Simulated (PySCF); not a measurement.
# One shape, several levels: AlH2S2Br (SMILES [SH][Al]([SH])[Br])

Aim: a comparison of 3 runs (HF/STO-3G, B3LYP/6-31G*, PBE0/def2-SVP) of AlH2S2Br. 

The calculation is run with PySCF 2.14.0.

2 further runs of the same task are left out: 2 for a known fault of the program.

## (1) The system as given

AlH2S2Br has 6 atoms, charge 0, and is taken as a singlet. SMILES: `[SH][Al]([SH])[Br]`. The shape is that of a PBE0-D4/def2-TZVP optimisation. This is one conformer, not always the lowest.

Bond lengths: S1–Al2 2.170 Å, Al2–S3 2.170 Å, Al2–Br4 2.242 Å, S1–H5 1.344 Å, S3–H6 1.345 Å. Angles: S1–Al2–S3 125.0°, S1–Al2–Br4 117.5°, S3–Al2–Br4 117.5°, Al2–S1–H5 93.6°, Al2–S3–H6 93.5°.

## (2) Energy and gradient at HF/STO-3G (run 1)

File input.py:

```python
import pyscf.grad
from pyscf import gto, scf

mol = gto.M(
    atom='''
S     -0.843385     2.497840    -2.558122
Al     0.059526    -1.094340    -0.798598
S      0.830913    -1.628377     3.193259
Br     0.206547    -4.513800    -3.294549
H     -0.708458     3.782854    -0.370575
H      0.534604     0.834881     3.741469
''',
    unit='bohr',
    basis='sto-3g',
    max_memory=1860,
    verbose=3,
    spin=0,
)

mf = scf.RHF(mol)
mf.conv_tol = 1e-10
mf.kernel()
if not mf.converged:
    mf = mf.newton().run(mf.mo_coeff, mf.mo_occ)

e_final = mf.e_tot
print(f'total energy: {e_final:.8f} hartree')
grad = mf.Gradients().kernel()
mf.analyze()
```

Run with:

```bash
$ OMP_NUM_THREADS=1 python input.py
```

Log:

```text
converged SCF energy = -3571.35569852951
total energy: -3571.35569853 hartree
--------------- RHF gradients ---------------
         x                y                z
0 S    -0.0083938505     0.0237410505    -0.0266754784
1 Al     0.0001365705    -0.0031838571    -0.0023322633
2 S     0.0081469471    -0.0177926067     0.0310710070
3 Br     0.0007408301    -0.0172331408    -0.0125774113
4 H     0.0010695154     0.0034420681     0.0104726112
5 H    -0.0017000126     0.0110264860     0.0000415348
----------------------------------------------
**** MO energy ****
MO #1   energy= -484.395965510583  occ= 2
MO #2   energy= -90.6988908653702  occ= 2
MO #3   energy= -90.6988885520785  occ= 2
MO #4   energy= -63.1259361888138  occ= 2
MO #5   energy= -57.8837763652052  occ= 2
MO #6   energy= -57.67522561949    occ= 2
MO #7   energy= -57.6737958107903  occ= 2
MO #8   energy= -57.6736832494673  occ= 2
MO #9   energy= -9.08010671170787  occ= 2
MO #10  energy= -8.61252831820112  occ= 2
MO #11  energy= -8.61251010433747  occ= 2
MO #12  energy= -6.82971625294658  occ= 2
MO #13  energy= -6.82084093432548  occ= 2
MO #14  energy= -6.82021234257379  occ= 2
MO #15  energy= -6.24440774581312  occ= 2
MO #16  energy= -6.24415424493752  occ= 2
MO #17  energy= -6.24260414418367  occ= 2
MO #18  energy= -6.24230413410385  occ= 2
MO #19  energy= -6.23974237966205  occ= 2
MO #20  energy= -6.23963267114451  occ= 2
MO #21  energy= -4.81245422369607  occ= 2
MO #22  energy= -3.04044616269428  occ= 2
MO #23  energy= -3.03987666115557  occ= 2
MO #24  energy= -3.03864272939049  occ= 2
MO #25  energy= -2.18457696901873  occ= 2
MO #26  energy= -2.18180767447585  occ= 2
MO #27  energy= -2.1812207198748   occ= 2
MO #28  energy= -2.1729641206746   occ= 2
MO #29  energy= -2.17295394990981  occ= 2
MO #30  energy= -0.894274148907514 occ= 2
MO #31  energy= -0.868968651170856 occ= 2
MO #32  energy= -0.837696970753912 occ= 2
MO #33  energy= -0.498148692363758 occ= 2
MO #34  energy= -0.459590495997251 occ= 2
MO #35  energy= -0.411609805196055 occ= 2
MO #36  energy= -0.337740551559046 occ= 2
MO #37  energy= -0.321801857992134 occ= 2
MO #38  energy= -0.318121827114093 occ= 2
MO #39  energy= -0.284426562602937 occ= 2
MO #40  energy= -0.281199574655556 occ= 2
MO #41  energy= -0.270312694722538 occ= 2
MO #42  energy= 0.285526953509426  occ= 0
MO #43  energy= 0.288894756075041  occ= 0
MO #44  energy= 0.436836422796051  occ= 0
MO #45  energy= 0.503512787059028  occ= 0
MO #46  energy= 0.548174695886899  occ= 0
MO #47  energy= 0.570390817717402  occ= 0
 ** Mulliken atomic charges  **
charge of    0S =     -0.08487
charge of    1Al =      0.59414
charge of    2S =     -0.08487
charge of    3Br =     -0.30214
charge of    4H =     -0.06112
charge of    5H =     -0.06113
Dipole moment(X, Y, Z, Debye): -0.09706,  2.25765,  1.64791
```

Run time: 6.9 s. Hardware: 1 thread of Intel Xeon at 2.50GHz (Skylake/Cascade Lake), shared host; peak memory 0.12 GiB.

## (3) Energy and gradient at B3LYP/6-31G(d) (spherical functions) (run 2)

File run.py:

```python
# [SH][Al]([SH])[Br]
from pyscf import gto, dft

system = gto.M(
    atom='''
S     -0.843385     2.497840    -2.558122
Al     0.059526    -1.094340    -0.798598
S      0.830913    -1.628377     3.193259
Br     0.206547    -4.513800    -3.294549
H     -0.708458     3.782854    -0.370575
H      0.534604     0.834881     3.741469
''',
    spin=0,
    unit='bohr',
    verbose=4,
    max_memory=1860,
    basis='6-31g*',
)

myscf = dft.RKS(system, xc='b3lyp')
myscf.conv_tol = 1e-10
myscf.grids.level = 5
myscf.kernel()
if not myscf.converged:
    myscf = myscf.newton().run(myscf.mo_coeff, myscf.mo_occ)

etot = myscf.e_tot
print('Final energy', etot)
grad = myscf.nuc_grad_method().kernel()
dip = myscf.dip_moment()
pop, q = myscf.mulliken_pop()
```

Run with:

```bash
$ OMP_NUM_THREADS=1 python run.py
```

Log:

```text
PySCF version 2.14.0

[... 72 lines left out ...]
converged SCF energy = -3614.04012274415
Final energy -3614.0401227441516
[... 13 lines left out ...]
Dipole moment(X, Y, Z, Debye): -0.08013,  1.86268,  1.35956
[... 58 lines left out ...]
pop of  3 Br 4s           1.63440
pop of  3 Br 5s           0.29925
pop of  3 Br 2px          1.99978
pop of  3 Br 2py          1.99974
pop of  3 Br 2pz          1.99976
pop of  3 Br 3px          1.99570
pop of  3 Br 3py          1.99491
pop of  3 Br 3pz          1.99532
pop of  3 Br 4px          1.33380
pop of  3 Br 4py          1.23882
pop of  3 Br 4pz          1.29571
pop of  3 Br 5px          0.56007
pop of  3 Br 5py          0.39004
pop of  3 Br 5pz          0.46231
pop of  3 Br 3dxy         1.38909
pop of  3 Br 3dyz         1.38894
pop of  3 Br 3dz^2        1.38910
pop of  3 Br 3dxz         1.38942
pop of  3 Br 3dx2-y2      1.38915
pop of  3 Br 4dxy         0.58385
pop of  3 Br 4dyz         0.58350
pop of  3 Br 4dz^2        0.58380
pop of  3 Br 4dxz         0.58368
pop of  3 Br 4dx2-y2      0.58363
pop of  3 Br 5dxy         0.02945
pop of  3 Br 5dyz         0.03479
pop of  3 Br 5dz^2        0.02931
pop of  3 Br 5dxz         0.02820
pop of  3 Br 5dx2-y2      0.03109
pop of  4 H 1s            0.50079
pop of  4 H 2s            0.39470
pop of  5 H 1s            0.50075
pop of  5 H 2s            0.39476
 ** Mulliken atomic charges  **
charge of    0S =     -0.22669
charge of    1Al =      0.45937
charge of    2S =     -0.22669
charge of    3Br =     -0.21498
charge of    4H =      0.10450
charge of    5H =      0.10449
```

Wall time 85 s (1 thread of Intel Xeon at 2.50GHz (Skylake/Cascade Lake), shared host); peak memory 0.88 GiB.

## (4) Energy and forces at PBE0/def2-SVP (run 3)

File job.py:

```python
# [SH][Al]([SH])[Br]
import pyscf.grad
from pyscf import gto, dft

system = gto.Mole()
system.atom = '''
S     -0.446300     1.321800    -1.353700
Al     0.031500    -0.579100    -0.422600
S      0.439700    -0.861700     1.689800
Br     0.109300    -2.388600    -1.743400
H     -0.374900     2.001800    -0.196100
H      0.282900     0.441800     1.979900
'''
system.max_memory = 1860
system.spin = 0
system.verbose = 4
system.charge = 0
system.basis = 'def2-svp'
system.build()

ks = dft.RKS(system, xc='pbe0')
ks.grids.level = 5
ks.conv_tol = 1e-10
ks.kernel()
if not ks.converged:
    ks = ks.newton().run(ks.mo_coeff, ks.mo_occ)

energy = ks.e_tot
print('Final energy', energy)
grad = ks.Gradients().kernel()
ks.analyze()
```

Run with:

```bash
$ OMP_NUM_THREADS=1 python job.py
```

Log:

```text
PySCF version 2.14.0

[... 91 lines left out ...]
One-electron Energy =                -5882.260033178699814
[... 10 lines left out ...]
MO #6   energy= -56.4134898437518  occ= 2
[... 8 lines left out ...]
MO #15  energy= -5.95926743190036  occ= 2
[... 8 lines left out ...]
MO #24  energy= -2.77138269358848  occ= 2
[... 8 lines left out ...]
MO #33  energy= -0.465646156997033 occ= 2
[... 8 lines left out ...]
MO #42  energy= -0.028624759510206 occ= 0
[... 8 lines left out ...]
MO #51  energy= 0.293825006917075  occ= 0
[... 8 lines left out ...]
MO #60  energy= 0.528290352283316  occ= 0
[... 8 lines left out ...]
MO #69  energy= 0.678327113557012  occ= 0
[... 8 lines left out ...]
MO #78  energy= 0.85375055061623   occ= 0
[... 8 lines left out ...]
MO #87  energy= 1.54809286507312   occ= 0
[... 8 lines left out ...]
MO #96  energy= 3.69424506605728   occ= 0
[... 66 lines left out ...]
pop of  3 Br 3pz          1.99984
pop of  3 Br 4px          1.88038
pop of  3 Br 4py          1.69775
pop of  3 Br 4pz          1.79536
pop of  3 Br 5px          0.00061
pop of  3 Br 5py          0.00081
pop of  3 Br 5pz          0.00071
pop of  3 Br 3dxy         1.99994
pop of  3 Br 3dyz         1.99993
pop of  3 Br 3dz^2        1.99994
pop of  3 Br 3dxz         1.99995
pop of  3 Br 3dx2-y2      1.99994
pop of  3 Br 4dxy         0.00195
pop of  3 Br 4dyz         0.00618
pop of  3 Br 4dz^2        0.00176
pop of  3 Br 4dxz         0.00110
pop of  3 Br 4dx2-y2      0.00322
pop of  3 Br 5dxy         0.00001
pop of  3 Br 5dyz         0.00001
pop of  3 Br 5dz^2        0.00002
pop of  3 Br 5dxz         0.00001
pop of  3 Br 5dx2-y2      0.00001
pop of  4 H 1s            0.88194
pop of  4 H 2s            0.00836
pop of  4 H 2px           0.00094
pop of  4 H 2py           0.00190
pop of  4 H 2pz           0.00337
pop of  5 H 1s            0.88193
pop of  5 H 2s            0.00836
pop of  5 H 2px           0.00098
pop of  5 H 2py           0.00430
pop of  5 H 2pz           0.00094
 ** Mulliken atomic charges  **
charge of    0S =     -0.27806
charge of    1Al =      0.61513
charge of    2S =     -0.27807
charge of    3Br =     -0.26599
charge of    4H =      0.10349
charge of    5H =      0.10350
Dipole moment(X, Y, Z, Debye): -0.08004,  1.86043,  1.35789
```

Run time: 55 s. Hardware: 1 thread of Intel Xeon at 2.50GHz (Skylake/Cascade Lake), shared host; peak memory 0.94 GiB.

## (5) All runs side by side

| run | level | integration grid | energy (Eh) | dipole moment (D) | HOMO energy (eV) | LUMO energy (eV) | wall time |
| --- | --- | --- | --- | --- | --- | --- | --- |
| 1 | HF/STO-3G | – | -3571.355699 | 2.80 | -7.36 | 7.77 | 6.9 s |
| 2 | B3LYP/6-31G* (spherical functions) | 5 | -3614.040123 | 2.31 | -7.66 | -1.21 | 85 s |
| 3 | PBE0/def2-SVP | 5 | -3613.006549 | 2.30 | -7.85 | -0.78 | 55 s |

## (6) Results

| quantity | value |
| --- | --- |
| run 3: total energy | -3613.00655 Eh |
| run 3: dipole moment | 2.30 D |
| run 3: HOMO energy | -7.85 eV |
| run 3: LUMO energy | -0.78 eV |
| run 3: HOMO–LUMO gap | 7.07 eV |
| run 3: largest force on an atom | 0.217 eV/Å |

The dipole moment (its size) runs from 2.30 D (PBE0/def2-SVP) to 2.80 D (HF/STO-3G). The two ends differ in method and basis. The HOMO–LUMO gap runs from 6.46 eV (B3LYP/6-31G*) to 15.13 eV (HF/STO-3G). Totals of different functionals can't be ranked against each other. In run 1 the basis is minimal, so the values are rough. All runs together took 2.4 min, the longest 85 s.
